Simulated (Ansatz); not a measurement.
# SrTl2: the cost of one run

Program: Ansatz 0.2.0. Level of theory: DFT PBEsol, scalar-relativistic, plane waves, PAW. These are calculated values, not measurements.

## 1. Starting point

Symmetry: P6_3/mmc, No. 194, hexagonal system. Conventional cell: a = 5.112 Å, b = 5.112 Å, c = 8.094 Å, α = 90.00°, β = 90.00°, γ = 120.00°. Sr (site symmetry -6m2) has 12 Tl at 3.39 to 3.80 Å as nearest neighbours. Around Tl (site symmetry 3m) lie 4 Tl at 3.04 to 3.32 Å and 3 Sr at 3.39 Å.

Structure file:

```cif
data_structure
_symmetry_space_group_name_H-M 'P 1'
_symmetry_Int_Tables_number 1
_cell_length_a 5.1124
_cell_length_b 5.1124
_cell_length_c 8.0941
_cell_angle_alpha 90.000
_cell_angle_beta 90.000
_cell_angle_gamma 120.000
_cell_volume 183.21
loop_
_atom_site_label
_atom_site_type_symbol
_atom_site_fract_x
_atom_site_fract_y
_atom_site_fract_z
_atom_site_occupancy
Sr1 Sr 0.00000 0.00000 0.25000 1
Sr2 Sr 0.00000 0.00000 0.75000 1
Tl1 Tl 0.33333 0.66667 0.04500 1
Tl2 Tl 0.66667 0.33333 0.54500 1
Tl3 Tl 0.66667 0.33333 0.95500 1
Tl4 Tl 0.33333 0.66667 0.45500 1
```

(A quick probe on a coarse mesh, which set the mesh and smearing, is not shown.)

## 3. Full relaxation

The input, input.yaml:

```yaml
crystal:
  lattice:
    - [5.1123638659, 0.0, 0.0]
    - [-2.5561819328, 4.4274369812, 0.0]
    - [0.0, 0.0, 8.094140952]
  atoms:
    - { symbol: Sr, position: [0.0, 0.0, 0.25] }
    - { symbol: Sr, position: [0.0, 0.0, 0.75] }
    - { symbol: Tl, position: [0.3333333333, 0.6666666667, 0.045] }
    - { symbol: Tl, position: [0.6666666667, 0.3333333333, 0.545] }
    - { symbol: Tl, position: [0.6666666667, 0.3333333333, 0.955] }
    - { symbol: Tl, position: [0.3333333333, 0.6666666667, 0.455] }
basis:
  ecutwfc: 420
kpoints:
  mp_grid: { grid: [9, 9, 6] }
hamiltonian:
  xc: pbesol
scf:
  occupations: { method: gaussian, width: 0.1 }
output:
  forces: true
  stress: true
  eigenvalues: true
relax:
  adjacent_minimum: "off"
  f_tol: 0.005
  max_steps: 80
  cell: { stress_tol: 0.05 }
```

Command:

```console
$ ansatz run input.yaml --threads 4 --pin off --max-ram 10240MiB --backend cpu --events-out ev --progress --plain --runs-dir out
```

What time and memory should one allow on 4 threads of Arm Neoverse V1, shared host?

About 23 s, with a peak of 0.69 GiB.
